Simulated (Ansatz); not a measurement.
LuAl₃, space group Pm-3m, a supercell folding check

With Ansatz's Python interface.

Typed at the interpreter:
```pycon
>>> import ansatz
>>> import pandas as pd
>>> from pymatgen.core import Lattice, Structure
>>> from pymatgen.io.ase import AseAtomsAdaptor
>>> XC = "PBEsol"
>>> ECUT = 320
>>> FILLING = "Methfessel-Paxton"
>>> SMEARING_WIDTH = 0.02
>>> MIXING_BETA = 0.6
>>> TOLERANCE = 1e-07
>>> pmg_structure = Structure(
...     Lattice([[4.168542, 0.0, 0.0], [0.0, 4.168542, 0.0], [0.0, 0.0, 4.168542]]),
...     ["Lu", "Al", "Al", "Al"],
...     [
...         [0.0, 0.0, 0.0],
...         [0.0, 0.5, 0.5],
...         [0.5, 0.5, 0.0],
...         [0.5, 0.0, 0.5],
...     ],
... )
>>> cell = ansatz.Crystal.from_ase(AseAtomsAdaptor.get_atoms(pmg_structure))
>>> cell.resolved().tree()["lattice"]
((4.168542, 0.0, 0.0), (0.0, 4.168542, 0.0), (0.0, 0.0, 4.168542))
>>> mesh = (4, 4, 4)
>>> rows = []
>>> for repeats in [(1, 1, 1), (2, 1, 1)]:
...     setup = (
...         cell.supercell(*repeats).calculation()
...         .functional(XC)
...         .pseudopotentials("paw")
...         .basis(ECUT)
...         .occupations(FILLING, width=SMEARING_WIDTH)
...         .mixing("broyden", ndim=8, beta=MIXING_BETA)
...         .eigensolver("davidson")
...         .scf(tolerance=TOLERANCE)
...         .kpoints(*(k // n for k, n in zip(mesh, repeats)))
...     )
...     data = setup.run(threads=1, pin="off").report
...     n = len(data["lattice"]["sites"])
...     rows.append((repeats, n, data["free_energy_ev"] / n, data["fermi_energy_ev"], data["n_kpoints"], data["n_symmetry_ops"]))
...
DeckWarning: basis.ecutwfc = 320 eV is below the records' recommended 420 eV, and the density's cutoff is lower with it unless basis.ecutrho_ratio is high enough to keep the records' density cutoff: compare with a run at a higher cutoff
>>> print(pd.DataFrame(rows, columns=["repeats", "atoms", "F/atom eV", "Fermi level eV", "k-points", "symmetry operations"]).round(4).to_string(index=False))
  repeats  atoms  F/atom eV  Fermi level eV  k-points  symmetry operations
(1, 1, 1)      4 -4046.6666         10.8639        10                   48
(2, 1, 1)      8 -4046.6666         10.8639        12                   32
```

Caveats:
- The settings weren't tested for convergence.
- The cutoff lies under the one recommended for these potentials.
- For a metal this k-point mesh is coarse: on a finer one energies can move by several to tens of meV an atom and pressures by half a GPa or more, differences at one mesh by less.
- The structure comes from a database of computed cells and needn't be a stable or known phase.
- Warnings are shown shortened and without file and line.
- The count of operations in a supercell holds its pure translations too, and an uneven repeat can lower the point group.
- Hardware and time: 6.7 s on 1 thread of Intel(R) Xeon(R) Platinum 8488C (Sapphire Rapids), with other jobs on the host, peak memory 0.51 GiB.

(Lines on the test bed's own set-up are left out of the output.)
